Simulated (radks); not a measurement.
**Zn²⁺ in [Ne] 3s2 3p5 3d10 4f1: an all-electron calculation**

The task here is to estimate one member of a computed series from the others.

Program: radks (a radial shooting solver on a logarithmic mesh, Libxc functionals) version 1. Level of theory: Dirac Kohn-Sham, BLYP, spin-unpolarised, spherical densities, finite nucleus; open shells fill j = l - 1/2 first. These are calculated values, not measurements, unless marked.

## The atom as given

| Item | Value |
| --- | --- |
| element | zinc (Z = 30) |
| charge | +2 |
| electrons | 28 |
| configuration | [Ne] 3s2 3p5 3d10 4f1 |
| nuclear rms radius | 3.9283 fm |

Set-up of the first run:

Input:

```text
Z 30
configuration [Ne] 3s2 3p5 3d10 4f1 4s0 4p0 4d0 5f0
relativity Dirac
functional b88,lyp
spin unpolarised
j_filling energy
nucleus finite rms 3.9283 fm
c 137.035999084
```

On the command line:

```
python run_ks.py task.json out
```

All runs below come from this command, one after another.

One table of the session follows, with a row left open; its other results are not shown here.

It belongs to the step «Shells». From the orbitals of this run (lengths in bohr):

```
level      <r>  outermost maximum (interpolated)  90 % within  nodes
1s1/2  0.05030                            0.0329       0.0899      0
2s1/2   0.2259                             0.189        0.350      1
2p1/2        ?                                 ?            ?      ?
2p3/2   0.1992                             0.153        0.325      0
3s1/2   0.6768                             0.587         1.01      2
3p1/2   0.6982                             0.585         1.08      1
3p3/2   0.7085                             0.593         1.09      1
3d3/2   0.8147                             0.556         1.39      0
3d5/2   0.8196                             0.559         1.39      0
4s1/2    2.021                              1.77         2.96      3
4p1/2    2.358                              2.04         3.50      2
4p3/2    2.384                              2.06         3.54      2
4d3/2    3.679                              3.05         5.53      1
4d5/2    3.688                              3.06         5.54      1
4f5/2    5.838                              5.18         8.47      0
4f7/2    5.838                              5.18         8.47      0
```

**Question.** Estimate the row for 2p1/2.

The run gave: <r>: 0.1958; outermost maximum (interpolated): 0.150; 90 % within: 0.321; nodes: 0. In the column «<r>» it lies between 1s1/2 (0.05030) and 2p3/2 (0.1992).
